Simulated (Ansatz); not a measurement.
# CaAl+: energies up the ladder

Aim: energies up the ladder, for CaAl+, with the cost of each level. Charge +1.

Program: Ansatz 0.2.0. Level of theory: the levels named in each step. These are calculated values, not measurements.

## Step 1: Starting point

Bond lengths: Al1–Ca2 2.762 Å.

As a file:

```xyz
2

Al    0.0000    0.0000    0.0000
Ca    0.0000    0.0000    2.7625
```

## Step 2: A rough first relaxation, PBE-D4/def2-SVP

The input, input.yaml:

```yaml
crystal:
  periodic: [false, false, false]
  atoms:
    - { symbol: Al, position_ang: [0.0, 0.0, 0.0] }
    - { symbol: Ca, position_ang: [0.0, 0.0, 2.76248] }
total_charge: 1
basis:
  gaussian: { orbitals: def2-SVP }
hamiltonian:
  xc: pbe
  dispersion: d4
relax:
  f_tol: 0.03
  max_steps: 200
```

On the command line:

```console
$ ansatz run input.yaml --threads 2 --pin off --max-ram 5120MiB --backend cpu --events-out ev --progress --plain --runs-dir out
```

After this run come: Relaxation, PBE0-D4/def2-TZVPP; Frequencies, PBE0-D4/def2-TZVPP; Single point, PBE-D4/def2-TZVPP; Single point, r2SCAN-D4/def2-TZVPP; Single point, B3LYP-D4/def2-TZVPP; Single point, wB97M-V/def2-TZVPP; Single point, B2PLYP/def2-TZVPP; Single point, LDA/def2-TZVPP; Single point, PBE0-D4/def2-SVP; Single point, PBE-D4/def2-SVP.

**Question.** What will these runs give? Wanted: Al1–Ca2 at PBE0-D4/def2-TZVPP; frequencies at PBE0-D4/def2-TZVPP; energy at PBE-D4/def2-SVP.

The runs gave:

```
                         quantity          value
    Al1–Ca2 at PBE0-D4/def2-TZVPP        3.551 Å
frequencies at PBE0-D4/def2-TZVPP       149 cm⁻¹
        energy at PBE-D4/def2-SVP  -25013.398 eV
```

In words: No mode is imaginary, so the geometry is a minimum. These totals serve in differences with atoms or fragments at the same level; alone they don't rank the methods.
